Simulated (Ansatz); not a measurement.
# Te2Br3: the cost of one run

Method: DFT PBE, scalar-relativistic, plane waves, PAW, in Ansatz 0.2.0.

## (1) The starting structure

The structure is trigonal, space group P-3m1 (No. 164). The conventional cell has a = 4.825 Å, b = 4.825 Å, c = 7.506 Å, α = 90.00°, β = 90.00°, γ = 120.00°. Around Te (site symmetry 3m) lie 7 Br at 2.91 to 3.34 Å. Br (site symmetry -3m) is surrounded by 6 Te at 3.34 Å. Br (site symmetry 3m) has 4 Te at 2.91 to 3.00 Å as nearest neighbours.

Coordinates:

```cif
data_structure
_symmetry_space_group_name_H-M 'P-3m1'
_symmetry_Int_Tables_number 164
_cell_length_a 4.8246
_cell_length_b 4.8246
_cell_length_c 7.5063
_cell_angle_alpha 90.000
_cell_angle_beta 90.000
_cell_angle_gamma 120.000
_cell_volume 151.31
loop_
_atom_site_label
_atom_site_type_symbol
_atom_site_symmetry_multiplicity
_atom_site_Wyckoff_symbol
_atom_site_fract_x
_atom_site_fract_y
_atom_site_fract_z
_atom_site_occupancy
Te1 Te 2 d 0.33333 0.66667 0.24500 1
Br1 Br 1 a 0.00000 0.00000 0.00000 1
Br2 Br 2 d 0.33333 0.66667 0.64500 1
```

This is candidate A: A-type sesquioxide type (P-3m1, No. 164).

(A quick probe on a coarse mesh, which set the mesh and smearing, is not shown.)

## (3) A loose first relaxation (candidate A)

The input, input.yaml:

```yaml
crystal:
  lattice:
    - [4.8245790447, 0.0, 0.0]
    - [-2.4122895223, 4.1782080152, 0.0]
    - [0.0, 0.0, 7.5062613055]
  atoms:
    - { symbol: Te, position: [0.3333333333, 0.6666666667, 0.245] }
    - { symbol: Te, position: [0.6666666667, 0.3333333333, 0.755] }
    - { symbol: Br, position: [0.0, 0.0, 0.0] }
    - { symbol: Br, position: [0.3333333333, 0.6666666667, 0.645] }
    - { symbol: Br, position: [0.6666666667, 0.3333333333, 0.355] }
basis:
  ecutwfc: 420
kpoints:
  mp_grid: { grid: [6, 6, 2] }
hamiltonian:
  xc: pbe
scf:
  occupations: { method: gaussian, width: 0.1 }
  lower_state_search: "off"
output:
  forces: true
  stress: true
  eigenvalues: true
relax:
  adjacent_minimum: "off"
  f_tol: 0.04
  max_steps: 70
  cell: { stress_tol: 0.4 }
```

The run is started by

```
$ ansatz run input.yaml --threads 1 --pin off --max-ram 2560MiB --backend cpu --events-out ev --progress --plain --runs-dir out
```

Q: Estimate wall time and peak memory on 1 thread of Intel Xeon 6975P-C (Granite Rapids), shared host.

About 23 s, with a peak of 0.5 GiB.
